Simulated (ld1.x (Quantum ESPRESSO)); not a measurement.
# Aluminium: generating and testing a TM potential

Do these settings give a usable potential? It is generated, then checked for transferability, scattering, ghosts and hardness.

Program: ld1.x (Quantum ESPRESSO) 7.5. Reference atom: PBEsol, non-relativistic, spherical and spin-unpolarised. All values are calculated.

### 1 The atom and the settings

Typed settings, in words:

```json
{
 "element": "aluminium (Al, Z = 13)",
 "type": "norm-conserving Troullier–Martins (Kleinman–Bylander form)",
 "frozen core": "[Ne]",
 "valence charge": "3",
 "reference configuration": "3s2 3p1",
 "partial waves": "3s (bound): rc 2.25 bohr; 3p (bound): rc 2.35 bohr",
 "local potential": "all-electron potential smoothed inside 1.75 bohr (lloc = -1)",
 "core correction": "a·sin(br)/r model core, default radius (core density twice the valence density)"
}
```

An earlier all-electron run gives the scale for the radii.

All-electron outer shells of the reference configuration (PBEsol, non-relativistic, ld1.x):

| shell | level (eV) | outermost node (bohr) | outermost maximum (bohr) |
| --- | --- | --- | --- |
| 2s | -107.40 | 0.17 | 0.50 |
| 2p | -69.58 | – | 0.43 |
| 3s | -7.69 | 0.80 | 2.09 |
| 3p | -2.70 | 0.82 | 2.64 |

### 2 Generating the potential

Al.in reads:

```
 &input
   title='Al', zed=13., rel=0, dft='PBESOL', iswitch=3,
   config='[Ne] 3s2 3p1',
   nld=2, rlderiv=2.55, eminld=-3.0, emaxld=5.0, deld=0.02
 /
 &inputp
   pseudotype=2, tm=.true., lloc=-1, rcloc=1.75,
   nlcc=.true.,
   file_pseudopw='Al.UPF', file_wfcaegen='ae.wfc', file_wfcncgen='nc.wfc', file_beta='beta', file_chi='chi'
 /
2
3S  1  0   2.00   0.00  2.25  2.25  0.0
3P  2  1   1.00   0.00  2.35  2.35  0.0
 &test
   configts(1)='3s2 3p1'
 /
```

Command:

```sh
$ ld1.x < Al.in > Al.out
```

Output in Al.out (without the banner and most projector matrices):

```text
     Program LD1 v.7.5
     --------------------------- All-electron run ----------------------------

     Al

     atomic number is 13.00
     dft =PBESOL   lsd =0 sic =0 latt =0  beta=0.20 tr2=1.0E-14
     Exchange-correlation= PBESOL
                           (   1   4  10   8   0   0   0)
     mesh =1135 r(mesh) = 100.48924 a.u. xmin = -7.00 dx = 0.01250
     1 Ry =  13.60569312 eV

     n l     nl                  e(Ry)          e(Ha)          e(eV)
     1 0     1S 1( 2.00)      -110.5703       -55.2852     -1504.3859
     2 0     2S 1( 2.00)        -7.8938        -3.9469      -107.4010
     2 1     2P 1( 6.00)        -5.1140        -2.5570       -69.5796
     3 0     3S 1( 2.00)        -0.5654        -0.2827        -7.6923
     3 1     3P 1( 1.00)        -0.1982        -0.0991        -2.6973

     final scf error:  3.3E-15 reached in  28 iterations

     Etot =    -483.478034 Ry,    -241.739017 Ha,   -6578.053757 eV

     Ekin =     482.573675 Ry,     241.286838 Ha,    6565.749333 eV
     Encl =   -1155.683242 Ry,    -577.841621 Ha,  -15723.871532 eV
     Eh   =     225.401557 Ry,     112.700778 Ha,    3066.744412 eV
     Exc  =     -35.770024 Ry,     -17.885012 Ha,    -486.675971 eV

     normalization and overlap integrals

     s(1S/1S) =  1.000000  <r> =   0.1207  <r2> =    0.0196  r(max) =   0.0789
     s(2S/2S) =  1.000000  <r> =   0.6288  <r2> =    0.4742  r(max) =   0.5016
     s(2P/2P) =  1.000000  <r> =   0.6043  <r2> =    0.4644  r(max) =   0.4317
     s(3S/3S) =  1.000000  <r> =   2.5520  <r2> =    7.6054  r(max) =   2.0856
     s(3P/3P) =  1.000000  <r> =   3.4317  <r2> =   14.1890  r(max) =   2.6447

     ------------------------ End of All-electron run ------------------------

     --------------------- Generating NC pseudopotential ---------------------

      Generating local potential from pseudized AE potential:
      Matching radius rcloc =   1.7500

      Local pseudo, rcloc= 1.751 Estimated cut-off energy=     7.68 Ry

      Computing core charge for nlcc:

       r > 1.31 : true rho core
       r < 1.31 : rho core = a sin(br)/r    a=   1.83  b=   2.07

      Integrated core pseudo-charge :   1.47

      Wfc   3S  rcut= 2.248  Using Troullier-Martins method

      Wfc   3P  rcut= 2.363  Using Troullier-Martins method

     ------------------- End of pseudopotential generation -------------------

     [... the all-electron block is printed once more ...]


     Computing logarithmic derivative in   2.56336
     Computing logarithmic derivative in   2.56336
     Computing the partial wave expansion
     R is outside the sphere for l=    0 j= 0.00
     R is outside the sphere for l=    1 j= 0.00

     ---------------------- Testing the pseudopotential ----------------------

     Al

     atomic number is 13.00   valence charge is  3.00
     dft =PBESOL   lsd =0 sic =0 latt =0  beta=0.20 tr2=1.0E-14
     mesh =1135 r(mesh) = 100.48924 xmin = -7.00 dx = 0.01250

     n l     nl             e AE (Ry)        e PS (Ry)    De AE-PS (Ry)
     1 0     3S   1( 2.00)       -0.56537       -0.56537       -0.00000
     2 1     3P   1( 1.00)       -0.19825       -0.19825       -0.00000

     eps = 6.6E-16  iter =  4

     Etot =    -483.478034 Ry,    -241.739017 Ha,   -6578.053757 eV
     Etotps =    -5.152102 Ry,      -2.576051 Ha,     -70.097926 eV

     Ekin =       1.219778 Ry,       0.609889 Ha,      16.595925 eV
     Encl =      -7.436446 Ry,      -3.718223 Ha,    -101.178002 eV
     Ehrt =       2.879865 Ry,       1.439932 Ha,      39.182556 eV
     Ecxc =      -2.576745 Ry,      -1.288372 Ha,     -35.058397 eV
     (Ecc =      -1.256679 Ry,      -0.628339 Ha,     -17.097986 eV)
     Epseu=       0.761445 Ry,       0.380723 Ha,      10.359992 eV

     ---------------------- End of pseudopotential test ----------------------
```

Run time: 1 s. Hardware: 1 thread, shared host. (Generation and the later configuration tests together.)

All-electron and pseudo partial waves u(r) = r·R(r), from the program's wave files:

| r (bohr) | 3p AE | 3p PS | 3s AE | 3s PS |
| --- | --- | --- | --- | --- |
| 0.118 | -0.0914 | 0.0031 | 0.0896 | 0.0266 |
| 0.235 | -0.1847 | 0.0123 | -0.1430 | 0.0537 |
| 0.353 | -0.2150 | 0.0274 | -0.2771 | 0.0829 |
| 0.470 | -0.1935 | 0.0481 | -0.2871 | 0.1144 |
| 0.588 | -0.1405 | 0.0742 | -0.2162 | 0.1497 |
| 0.705 | -0.0721 | 0.1048 | -0.1050 | 0.1891 |
| 0.822 | 0.0022 | 0.1394 | 0.0206 | 0.2334 |
| 0.940 | 0.0773 | 0.1777 | 0.1458 | 0.2833 |
| 1.058 | 0.1488 | 0.2184 | 0.2608 | 0.3380 |
| 1.175 | 0.2146 | 0.2603 | 0.3607 | 0.3956 |
| 1.292 | 0.2742 | 0.3025 | 0.4450 | 0.4544 |
| 1.410 | 0.3280 | 0.3442 | 0.5146 | 0.5116 |
| 1.528 | 0.3755 | 0.3841 | 0.5698 | 0.5634 |
| 1.645 | 0.4167 | 0.4206 | 0.6116 | 0.6062 |
| 1.763 | 0.4520 | 0.4536 | 0.6417 | 0.6386 |
| 1.880 | 0.4814 | 0.4819 | 0.6609 | 0.6598 |
| 1.998 | 0.5055 | 0.5056 | 0.6710 | 0.6707 |
| 2.115 | 0.5245 | 0.5245 | 0.6731 | 0.6731 |
| 2.232 | 0.5388 | 0.5388 | 0.6685 | 0.6685 |
| 2.350 | 0.5491 | 0.5491 | 0.6584 | 0.6584 |
| 2.468 | 0.5556 | 0.5556 | 0.6438 | 0.6438 |
| 2.585 | 0.5587 | 0.5587 | 0.6258 | 0.6258 |
| 2.702 | 0.5588 | 0.5588 | 0.6050 | 0.6050 |
| 2.820 | 0.5563 | 0.5563 | 0.5820 | 0.5820 |
| 2.938 | 0.5515 | 0.5515 | 0.5575 | 0.5575 |
| 3.055 | 0.5448 | 0.5448 | 0.5323 | 0.5323 |

### 3 Testing the new file in other configurations

Al.test.in reads:

```
 &input
   title='Al', zed=13., rel=0, dft='PBESOL', iswitch=2,
   config='[Ne] 3s2 3p1'
 /
 &test
   file_pseudo='Al.UPF', nconf=8,
   configts(1)='3s2 3p1',
   configts(2)='3s2 3p0',
   configts(3)='3s1 3p0',
   configts(4)='3s2 3p0.5',
   configts(5)='3s0 3p3',
   configts(6)='3s1 3p2',
   configts(7)='3s2 3p1.3',
   configts(8)='3s1 3p1'
 /
```

Command:

```sh
$ ld1.x < Al.test.in > Al.test.out
```

Al.test.out, the pseudopotential blocks:

```text
     ---------------------- Testing the pseudopotential ----------------------

     Al

     atomic number is 13.00   valence charge is  3.00
     dft =PBESOL   lsd =0 sic =0 latt =0  beta=0.20 tr2=1.0E-14
     mesh =1135 r(mesh) = 100.48924 xmin = -7.00 dx = 0.01250

     n l     nl             e AE (Ry)        e PS (Ry)    De AE-PS (Ry)
     1 0     3S   1( 2.00)       -0.56537       -0.56537       -0.00000
     2 1     3P   1( 1.00)       -0.19825       -0.19825       -0.00000

     eps = 2.6E-16  iter =  4

     Etot =    -483.478034 Ry,    -241.739017 Ha,   -6578.053757 eV
     Etotps =    -5.152103 Ry,      -2.576051 Ha,     -70.097926 eV

     Ekin =       1.219778 Ry,       0.609889 Ha,      16.595925 eV
     Encl =      -7.436446 Ry,      -3.718223 Ha,    -101.178002 eV
     Ehrt =       2.879865 Ry,       1.439932 Ha,      39.182556 eV
     Ecxc =      -2.576745 Ry,      -1.288372 Ha,     -35.058397 eV
     (Ecc =      -1.256679 Ry,      -0.628339 Ha,     -17.097986 eV)
     Epseu=       0.761445 Ry,       0.380723 Ha,      10.359992 eV

     ---------------------- End of pseudopotential test ----------------------

     ---------------------- Testing the pseudopotential ----------------------

     Al

     [...]
     n l     nl             e AE (Ry)        e PS (Ry)    De AE-PS (Ry)
     1 0     3S   1( 2.00)       -1.08398       -1.08302       -0.00096
     2 1     3P   1( 0.00)       -0.66426       -0.66369       -0.00056

     eps = 3.1E-15  iter =  7

     Etot =    -483.055713 Ry,    -241.527857 Ha,   -6572.307799 eV
     Etotps =    -4.729983 Ry,      -2.364992 Ha,     -64.354701 eV
     dEtot_ae =       0.422320 Ry
     dEtot_ps =       0.422119 Ry,   Delta E=       0.000201 Ry

     [...]
     ---------------------- End of pseudopotential test ----------------------

     ---------------------- Testing the pseudopotential ----------------------

     Al

     [...]
     n l     nl             e AE (Ry)        e PS (Ry)    De AE-PS (Ry)
     1 0     3S   1( 1.00)       -1.73510       -1.73406       -0.00104
     2 1     3P   1( 0.00)       -1.26015       -1.25827       -0.00187

     eps = 6.6E-15  iter = 10

     Etot =    -481.649183 Ry,    -240.824591 Ha,   -6553.170975 eV
     Etotps =    -3.324694 Ry,      -1.662347 Ha,     -45.234764 eV
     dEtot_ae =       1.828851 Ry
     dEtot_ps =       1.827409 Ry,   Delta E=       0.001442 Ry

     [...]
     ---------------------- End of pseudopotential test ----------------------

     ---------------------- Testing the pseudopotential ----------------------

     Al

     [...]
     n l     nl             e AE (Ry)        e PS (Ry)    De AE-PS (Ry)
     1 0     3S   1( 2.00)       -0.81092       -0.81058       -0.00034
     2 1     3P   1( 0.50)       -0.41787       -0.41771       -0.00016

     eps = 1.4E-15  iter =  6

     Etot =    -483.325298 Ry,    -241.662649 Ha,   -6575.975684 eV
     Etotps =    -4.999399 Ry,      -2.499699 Ha,     -68.020282 eV
     dEtot_ae =       0.152736 Ry
     dEtot_ps =       0.152704 Ry,   Delta E=       0.000032 Ry

     [...]
     ---------------------- End of pseudopotential test ----------------------

     ---------------------- Testing the pseudopotential ----------------------

     Al

     [...]
     n l     nl             e AE (Ry)        e PS (Ry)    De AE-PS (Ry)
     1 0     3S   1( 0.00)       -0.67557       -0.67689        0.00132
     2 1     3P   1( 3.00)       -0.28417       -0.28391       -0.00026

     eps = 1.6E-16  iter =  9

     Etot =    -482.718222 Ry,    -241.359111 Ha,   -6567.715994 eV
     Etotps =    -4.390919 Ry,      -2.195460 Ha,     -59.741497 eV
     dEtot_ae =       0.759812 Ry
     dEtot_ps =       0.761183 Ry,   Delta E=      -0.001372 Ry

     [...]
     ---------------------- End of pseudopotential test ----------------------

     ---------------------- Testing the pseudopotential ----------------------

     Al

     [...]
     n l     nl             e AE (Ry)        e PS (Ry)    De AE-PS (Ry)
     1 0     3S   1( 1.00)       -0.62474       -0.62516        0.00042
     2 1     3P   1( 2.00)       -0.24452       -0.24430       -0.00022

     eps = 7.2E-18  iter =  9

     Etot =    -483.104162 Ry,    -241.552081 Ha,   -6572.966972 eV
     Etotps =    -4.777940 Ry,      -2.388970 Ha,     -65.007188 eV
     dEtot_ae =       0.373872 Ry
     dEtot_ps =       0.374162 Ry,   Delta E=      -0.000290 Ry

     [...]
     ---------------------- End of pseudopotential test ----------------------

     ---------------------- Testing the pseudopotential ----------------------

     Al

     [...]
     n l     nl             e AE (Ry)        e PS (Ry)    De AE-PS (Ry)
     1 0     3S   1( 2.00)       -0.43619       -0.43629        0.00010
     2 1     3P   1( 1.30)       -0.08372       -0.08374        0.00002

     eps = 1.8E-16  iter =  6

     Etot =    -483.519942 Ry,    -241.759971 Ha,   -6578.623947 eV
     Etotps =    -5.194016 Ry,      -2.597008 Ha,     -70.668183 eV
     dEtot_ae =      -0.041908 Ry
     dEtot_ps =      -0.041913 Ry,   Delta E=       0.000005 Ry

     [...]
     ---------------------- End of pseudopotential test ----------------------

     ---------------------- Testing the pseudopotential ----------------------

     Al

     [...]
     n l     nl             e AE (Ry)        e PS (Ry)    De AE-PS (Ry)
     1 0     3S   1( 1.00)       -1.14073       -1.14052       -0.00021
     2 1     3P   1( 1.00)       -0.71487       -0.71411       -0.00076

     eps = 6.8E-15  iter = 10

     Etot =    -482.632867 Ry,    -241.316433 Ha,   -6566.554679 eV
     Etotps =    -4.307085 Ry,      -2.153543 Ha,     -58.600879 eV
     dEtot_ae =       0.845167 Ry
     dEtot_ps =       0.845017 Ry,   Delta E=       0.000149 Ry

     [...]
     ---------------------- End of pseudopotential test ----------------------
```

Energies count from the reference configuration 3s2 3p1; the error is all-electron less pseudo.

| valence configuration | charge | ΔE all-electron (eV) | error AE − PS (meV) |
| --- | --- | --- | --- |
| 3s2 3p0 | +1 | 5.746 | +2.7 |
| 3s1 3p0 | +2 | 24.883 | +20 |
| 3s2 3p0.5 | +0.5 | 2.078 | +0.4 |
| 3s0 3p3 | 0 | 10.338 | -19 |
| 3s1 3p2 | 0 | 5.087 | -3.9 |
| 3s2 3p1.3 | -0.3 | -0.570 | +0.1 |
| 3s1 3p1 | +1 | 11.499 | +2.0 |

### 4 Scattering by logarithmic derivatives

Taken from the files of the generation run. The phase is arctan(r·u′/u) with u = r·R, unwrapped, with energies in Ry. A pole is an energy at which the radial function vanishes at the test radius. The pseudo phase is shifted by a multiple of π to meet the all-electron one at the reference energy. Levels narrower than the energy grid can be missing from the poles. The last column is the largest difference on the grid between −1 and +1 Ry.

| channel | radius (bohr) | reference (Ry) | poles AE | poles PS | window around the reference with phases within 0.05 rad (Ry) | largest difference near zero (rad) |
| --- | --- | --- | --- | --- | --- | --- |
| s | 2.56 | -0.57 | 0.86 | 0.78, 3.97 | below 1.6 | 0.015 |
| p | 2.56 | -0.20 | 1.65 | 1.56 | below 2.6 | 0.008 |

Phases (rad) along the scan:

| E (Ry) | s AE | s PS | p AE | p PS |
| --- | --- | --- | --- | --- |
| -3.00 | 1.292 | 1.290 | 1.320 | 1.319 |
| -2.52 | 1.248 | 1.247 | 1.291 | 1.289 |
| -2.04 | 1.178 | 1.176 | 1.249 | 1.247 |
| -1.56 | 1.042 | 1.040 | 1.184 | 1.182 |
| -1.08 | 0.674 | 0.670 | 1.064 | 1.062 |
| -0.60 | -0.482 | -0.482 | 0.779 | 0.778 |
| -0.12 | -1.231 | -1.234 | -0.108 | -0.108 |
| 0.36 | -1.459 | -1.466 | -1.061 | -1.066 |
| 0.84 | -1.567 | -1.582 | -1.375 | -1.384 |
| 1.32 | -1.640 | -1.670 | -1.511 | -1.523 |
| 1.80 | -1.702 | -1.770 | -1.593 | -1.612 |
| 2.28 | -1.770 | -1.978 | -1.658 | -1.689 |
| 2.76 | -1.862 | -3.290 | -1.722 | -1.781 |
| 3.24 | -2.020 | -4.467 | -1.800 | -1.937 |
| 3.72 | -2.393 | -4.660 | -1.923 | -2.383 |
| 4.20 | -3.361 | -4.752 | -2.186 | -3.752 |
| 4.68 | -4.114 | -4.828 | -2.975 | -4.347 |

### 5 Plane-wave convergence, by spherical Bessel functions

A separate test, outside the generator: the pseudo-atom's Hamiltonian at the reference potential is diagonalised in spherical Bessel functions j_l(qr) that vanish at 20 bohr, with q² up to the cutoff.

All-electron valence levels (Ry): 3s -0.5654, 3p -0.1983. The lowest levels of each channel (Ry) by cutoff; the last column sums, over occupied levels, occupation times the distance from the level at 400 Ry. A positive value at high cutoff is not a bound level.

| cutoff (Ry) | s #1 | p #1 | d #1 | f #1 | Σ f·Δε (mRy) |
| --- | --- | --- | --- | --- | --- |
| 8 | -0.5605 | -0.1979 | 0.0483 | 0.1031 | 10.2 |
| 10 | -0.5633 | -0.1980 | 0.0483 | 0.1031 | 4.5 |
| 12 | -0.5638 | -0.1982 | 0.0482 | 0.1031 | 3.2 |
| 15 | -0.5639 | -0.1982 | 0.0482 | 0.1031 | 3.1 |
| 18 | -0.5643 | -0.1983 | 0.0482 | 0.1031 | 2.2 |
| 21 | -0.5648 | -0.1983 | 0.0482 | 0.1031 | 1.3 |
| 25 | -0.5651 | -0.1983 | 0.0482 | 0.1031 | 0.6 |
| 30 | -0.5653 | -0.1983 | 0.0482 | 0.1031 | 0.2 |
| 35 | -0.5653 | -0.1983 | 0.0482 | 0.1031 | 0.1 |
| 400 | -0.5654 | -0.1983 | 0.0482 | 0.1031 | 0.0 |

The sum stays within 10 mRy from 10 Ry and within 1 mRy from 25 Ry. The sum leaves out empty levels, which can need more. Ghost test: no level below the all-electron spectrum of its channel (s, p, d, f tested).

### 6 What came out

```
                                                quantity                 value
               cutoffs for 10 and 1 mRy, occupied levels       10 Ry and 25 Ry
                                            bound ghosts            none found
                            largest test error (AE − PS)  +20 meV, for 3s1 3p0
largest phase difference near zero energy, channels read             0.015 rad
```

**Reading.** The worst unpolarised test, 3s1 3p0, is off by 20 meV on 24.9 eV; by total energies transferability rates as good. It counts as soft on the atom at that tolerance, with 10 Ry needed at the looser tolerance. The slowest occupied level is 3s: taken alone it needs 21 Ry to come within 1 mRy, against 6 Ry or less for 3p. The Bessel-basis test finds no level below the valence levels. Near zero energy the phases of the channels with partial waves agree within 0.015 rad. All of this concerns the isolated atom, not yet a solid.
